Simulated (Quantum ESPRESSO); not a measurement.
The system is NaTaO2.

```
CELL_PARAMETERS angstrom
1.55718 0.89904 5.65317
-1.55718 0.89904 5.65317
0.00000 -1.79808 5.65317
ATOMIC_POSITIONS crystal
Na 0.50000 0.50000 0.50000
Ta 0.00000 0.00000 0.00000
O 0.26670 0.26670 0.26670
O 0.73330 0.73330 0.73330
```

The cell comes from a database or a generator and needn't be the stable form of this composition.

Base run:

- Program: Quantum ESPRESSO 7.5
- Functional: RPBE
- Potentials or basis: PseudoDojo 0.5 SR PBE standard
- Cutoff: 1197 eV
- Density cutoff: 4789 eV
- k mesh: 7 × 7 × 7
- Occupations: gaussian, width 0.05 eV
- Spin: collinear spin, ferromagnetic start
- Starting moments: [0.0, 2.0, 0.0, 0.0] μB
- Hubbard terms: Ta d U = 7 eV

Its results: band gap on the k mesh none (metal or under the smearing width); pressure 21.6 GPa; net moment 2.00 μB per cell; site moments Na +0.01; Ta +0.87; O +0.01 μB; largest force 2.072 eV/Å.

Task: The run is repeated on the same cell with these changes: functional from RPBE to PBE. What comes out?

Result: Band gap on the k mesh none (metal or under the smearing width); pressure 17.6 GPa; net moment 2.00 μB per cell; site moments Na +0.01; Ta +0.86; O +0.02 μB; largest force 1.949 eV/Å.

PBE binds more tightly than RPBE, so the same cell stands under less pressure.

Caveats: the potentials were made for another functional, which shifts forces and pressure (some runs); forces of over 1 eV/Å show positions far from the minimum, so gaps and moduli don't describe the material at rest (some runs).
